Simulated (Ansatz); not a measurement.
# KHf2BiO6 (Fm-3m): relaxation of cell and ions in Python

What cell does KHf2BiO6 (Fm-3m) relax to? Wanted for KHf2BiO6 (Fm-3m): a relaxation of cell and ions.

All numbers are computed with Ansatz 0.2.0, driven from Python. Level of theory: DFT PBE, plane waves, PAW.

## 1. The structure

Symmetry: Fm-3m, No. 225, cubic system. The conventional cell has a = 8.262 Å, b = 8.262 Å, c = 8.262 Å, α = 90.00°, β = 90.00°, γ = 90.00°. K (site symmetry m-3m) has 12 O at 2.92 Å as nearest neighbours. Hf (site symmetry -43m) has 6 O at 2.07 Å as nearest neighbours. Around Bi (site symmetry m-3m) lie 12 O at 2.92 Å. O (site symmetry mmm) is surrounded by 2 Hf at 2.07 Å and 2 K at 2.92 Å and 2 Bi at 2.92 Å.

The script holds or builds the structure itself.

## 2. Script

The input, vcrelax_khf2bio6.py:

```python
import ansatz as az
from ase import Atoms
from ase.io import write
import matplotlib.pyplot as plt
import numpy as np

def edges_and_angles(cell):
    cell = np.asarray(cell)
    a, b, c = np.linalg.norm(cell, axis=1)
    cosines = cell[1] @ cell[2] / (b * c), cell[0] @ cell[2] / (a * c), cell[0] @ cell[1] / (a * b)
    return (a, b, c, *np.degrees(np.arccos(cosines)))

xtal = (
    az.Lattice.from_parameters(5.842448, 5.842448, 5.842448, alpha=60.0, beta=60.0, gamma=60.0)
    .atom('K', [0.5, 0.5, 0.5])
    .atom('Hf', [0.25, 0.25, 0.25])
    .atom('Hf', [0.75, 0.75, 0.75])
    .atom('Bi', [0.0, 0.0, 0.0])
    .atom('O', [0.5, 0.5, 0.0])
    .atom('O', [0.0, 0.0, 0.5])
    .atom('O', [0.0, 0.5, 0.5])
    .atom('O', [0.5, 0.0, 0.0])
    .atom('O', [0.5, 0.0, 0.5])
    .atom('O', [0.0, 0.5, 0.0])
)

calc = (
    xtal.calculation()
    .kpoints(mesh=(4, 4, 4), center='gamma')
    .scf(tolerance=1e-07)
    .basis(18 * az.Ha)
    .pseudopotentials('paw')
    .functional('PBE')
    .occupations('fixed')
    .relax(force_tolerance=0.05, fix_cell=['angles'], stress_tolerance=0.1)
    .band_table()
)
steps = []


def collect(event):
    if event['event'] == 'relax_step':
        steps.append(event['data'])


done = calc.session().plan().execute(on_event=collect)
r = done.report
print('step   energy (eV)     max comp. (eV/A)   P (GPa)  SCF')
for s in steps:
    print(f'{s["step"]:4d} {s["lagrangian_ev"]:15.5f} {s["allowed_force_max_ev_ang"]:12.4f} {s["pressure_gpa"]:10.3f} {s["n_scf"]:5d}')

first, last = steps[0], steps[-1]
symbols = [site.symbol for site in done.lattice.sites]
print(f'energy gained {first["lagrangian_ev"] - last["lagrangian_ev"]:.4f} eV in {len(steps) - 1} steps')
for label, vectors in (('before', first['cell_ang']), ('after', done.lattice.cell_ang)):
    print(label, 'a b c (A) {:.4f} {:.4f} {:.4f}  angles {:.2f} {:.2f} {:.2f}'.format(*edges_and_angles(vectors)), f' V = {abs(np.linalg.det(vectors)):.3f} A^3')
print('final stress xx yy zz (GPa, compression positive):', np.round(np.diag(r['stress_gpa']), 3) + 0.0)

relaxed = Atoms(symbols, positions=[site.position_ang for site in done.lattice.sites], cell=done.lattice.cell_ang, pbc=True)
write('relaxed.extxyz', relaxed, format='extxyz')

fig, (top, bottom) = plt.subplots(2, 1, sharex=True, figsize=(4.5, 4))
top.plot([s['lagrangian_ev'] - last['lagrangian_ev'] for s in steps], 'o-')
top.set_ylabel('E - E(final) (eV)')
bottom.semilogy([max(s['allowed_force_max_ev_ang'], 1e-6) for s in steps], 's-')
bottom.set(xlabel='step', ylabel='largest force (eV/A)')
fig.tight_layout()
fig.savefig('relax.png', dpi=100)

n_atoms = len(r['lattice']['sites'])
print('F =', round(r['free_energy_ev'], 4), 'eV for', n_atoms, 'atoms')
print('E(sigma -> 0) =', round(r['energy_sigma0_ev'], 4), 'eV, TS =', round(r['entropy_ts_ev'], 5), 'eV')
print('closed by', r['closed_by'], 'after', r['n_iterations'], 'iterations')

fermi = r['fermi_energy_ev']
print('levels less the Fermi level (eV) at the first k-points')
for k, levels in list(zip(r['kpoints_frac'], r['eigenvalues_ev']))[:4]:
    print('k = ({:.3f}, {:.3f}, {:.3f})'.format(*k))
    print('   ', ' '.join(f'{e - fermi:.3f}' for e in levels))
```

## 3. The input behind the calls

The engine receives this input:

```yaml
crystal:
  lattice:
    a: 5.842448
    b: 5.842448
    c: 5.842448
    alpha: 60.0
    beta: 60.0
    gamma: 60.0
  atoms:
    - { symbol: K, position: [0.5, 0.5, 0.5] }
    - { symbol: Hf, position: [0.25, 0.25, 0.25] }
    - { symbol: Hf, position: [0.75, 0.75, 0.75] }
    - { symbol: Bi, position: [0.0, 0.0, 0.0] }
    - { symbol: O, position: [0.5, 0.5, 0.0] }
    - { symbol: O, position: [0.0, 0.0, 0.5] }
    - { symbol: O, position: [0.0, 0.5, 0.5] }
    - { symbol: O, position: [0.5, 0.0, 0.0] }
    - { symbol: O, position: [0.5, 0.0, 0.5] }
    - { symbol: O, position: [0.0, 0.5, 0.0] }
basis:
  ecutwfc: 489.804952427784
kpoints:
  mp_grid:
    grid: [4, 4, 4]
    shift: [0.0, 0.0, 0.0]
hamiltonian:
  xc: pbe
  pseudopotentials:
    kind: paw
scf:
  convergence:
    dr2_threshold: 1.0e-07
  occupations:
    method: fixed
relax:
  f_tol: 0.05
  cell:
    stress_tol: 0.1
    fix: [angles]
output:
  eigenvalues: true
```

## 4. Running it

Run with:

```
$ python vcrelax_khf2bio6.py
```

Q: Predict the main results. Wanted: free energy; moves of the relaxation; energy gained; last largest force component; relaxed conventional cell; space group at the end.

The runs gave:

| quantity | value |
| --- | --- |
| free energy | -48791.6452 eV (-4879.1645 eV/atom) |
| moves of the relaxation | 2 |
| energy gained (ahead of the last change of basis) | 0.4 meV/atom |
| last largest force component | 0.0000 eV/Å |
| relaxed conventional cell | a = 8.285 Å, b = 8.285 Å, c = 8.285 Å, α = 90.00°, β = 90.00°, γ = 90.00° |
| space group at the end | Fm-3m |

What this shows: The volume grew by 0.8 % over 2 moves, and the space group stayed Fm-3m. Caveats:
- The run is spin-unpolarised.
- Forces vanish by symmetry, so the ions can't move, and the end may be a saddle.
- The Fermi level of a run with fixed occupations marks the highest occupied state on its mesh, not mid-gap.
- Energies along a relaxation are free energies. Rows at an unchanged volume are solved on a plane-wave basis chosen afresh for that cell, so the energy jumps there and such rows are no steps of the walk.
- Edges and angles that the script prints are those of the cell as typed, here a primitive one.
- The structure comes from a database of computed cells and needn't be a stable or known phase. Spin-orbit coupling is left out, though heavy elements are present.
